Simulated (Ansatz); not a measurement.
**CoO: magnetic states**

The task here is to estimate one member of a computed series from the others.

Computed with Ansatz 0.2.0 (DFT PBE, scalar-relativistic, plane waves, PAW, unless a step's input says otherwise).

1 further run of the same task is left out (set aside as unsound or not needed).

## The structure to begin with

The structure is trigonal, space group R-3m (No. 166). Conventional cell: a = 3.011 Å, b = 3.011 Å, c = 7.320 Å, α = 90.00°, β = 90.00°, γ = 120.00°. Co (site symmetry -3m) is surrounded by 6 O at 2.12 Å. Around O (site symmetry -3m) lie 6 Co at 2.12 Å.

Structure file:

```cif
data_structure
_symmetry_space_group_name_H-M 'P 1'
_symmetry_Int_Tables_number 1
_cell_length_a 2.9959
_cell_length_b 2.9959
_cell_length_c 2.9959
_cell_angle_alpha 60.333
_cell_angle_beta 60.333
_cell_angle_gamma 60.333
_cell_volume 19.16
loop_
_atom_site_label
_atom_site_type_symbol
_atom_site_fract_x
_atom_site_fract_y
_atom_site_fract_z
_atom_site_occupancy
Co1 Co 0.00000 0.00000 0.00000 1
O1 O 0.50000 0.50000 0.50000 1
```

The structure comes from the Materials Project (structure only); it is used as listed.

## The base input

Input file input.yaml:

```yaml
crystal:
  lattice:
    - [1.5054695445, 0.8691832468, 2.4399269062]
    - [-1.5054695445, 0.8691832468, 2.4399269062]
    - [0.0, -1.7383664936, 2.4399269062]
  atoms:
    - { symbol: Co, position: [0.0, 0.0, 0.0], spin: 2.62 }
    - { symbol: O, position: [0.5, 0.5, 0.5], spin: 0.29 }
basis:
  ecutwfc: 420
kpoints:
  mp_grid: { grid: [18, 18, 18] }
hamiltonian:
  xc: pbe
scf:
  occupations: { method: gaussian, width: 0.1 }
output:
  forces: true
  stress: true
  eigenvalues: true
  populations: true
  write_density: true
  write_potential: true
  elf: true
  volumetric_format: npy
magnetization:
  spin_polarized: true
```

It was run beforehand and gave: -2846.0497 eV/atom at zero smearing, pressure 0.08 GPa, largest force 0.000 eV/Å, no gap on the mesh, site moments Co +2.49, O +0.32 μB, in 12 SCF cycles and 26 s.

Set-up of the first run:

Input file input.yaml:

```yaml
crystal:
  lattice:
    - [1.5054695445, 0.8691832468, 2.4399269062]
    - [-1.5054695445, 0.8691832468, 2.4399269062]
    - [0.0, -1.7383664936, 2.4399269062]
  atoms:
    - { symbol: Co, position: [0.0, 0.0, 0.0] }
    - { symbol: O, position: [0.5, 0.5, 0.5] }
basis:
  ecutwfc: 420
kpoints:
  mp_grid: { grid: [18, 18, 18] }
hamiltonian:
  xc: pbe
scf:
  occupations: { method: gaussian, width: 0.1 }
  lower_state_search: "off"
output:
  forces: true
  stress: true
  eigenvalues: true
```

Command:

```
$ ansatz run input.yaml --threads 1 --pin off --max-ram 2560MiB --backend cpu --events-out ev --progress --plain --runs-dir out
```

Steps of the session up to this table: Magnetic start: no spin polarisation; Start: ferromagnetic; Start: large parallel starting moments; Magnetic start: ferrimagnetic in the cell, signs +-; Magnetic start: antiferromagnetic, doubled cell, propagation vector (0, 0, 1/2); Magnetic start: antiferromagnetic, doubled cell, propagation vector (0, 1/2, 1/2); Start: antiferromagnetic, doubled cell, propagation vector (1/2, 1/2, 1/2); Magnetic start: small parallel starting moments.

One of the session's tables, all rows but one given; the rest of the session is left out.

It belongs to the step «Which state is lowest». 

```
                                                              start  energy above the lowest (meV/atom)  pressure (GPa)
    antiferromagnetic, doubled cell, propagation vector (0, 0, 1/2)                                0.00            -2.4
antiferromagnetic, doubled cell, propagation vector (1/2, 1/2, 1/2)                                   ?               ?
                                                      ferromagnetic                                73.4             0.1
                                    large parallel starting moments                                73.4             0.1
                                ferrimagnetic in the cell, signs +-                                73.4             0.1
                                    small parallel starting moments                                73.4             0.1
  antiferromagnetic, doubled cell, propagation vector (0, 1/2, 1/2)                                 101            -2.4
                                                            no spin                                 311           -18.3
```

**Question.** Estimate the row for antiferromagnetic, doubled cell, propagation vector (1/2, 1/2, 1/2).

**Answer.** energy above the lowest (meV/atom): 3.44; pressure (GPa): -1.9. In the column «energy above the lowest (meV/atom)» it lies between antiferromagnetic, doubled cell, propagation vector (0, 0, 1/2) (0.00) and ferromagnetic (73.4).

Caveats from the session: Only these starts were tried, so a lower state is not ruled out. Without a U such compounds often come out metallic though many are antiferromagnetic insulators. Warnings in the runs' records: seeded moment not kept.
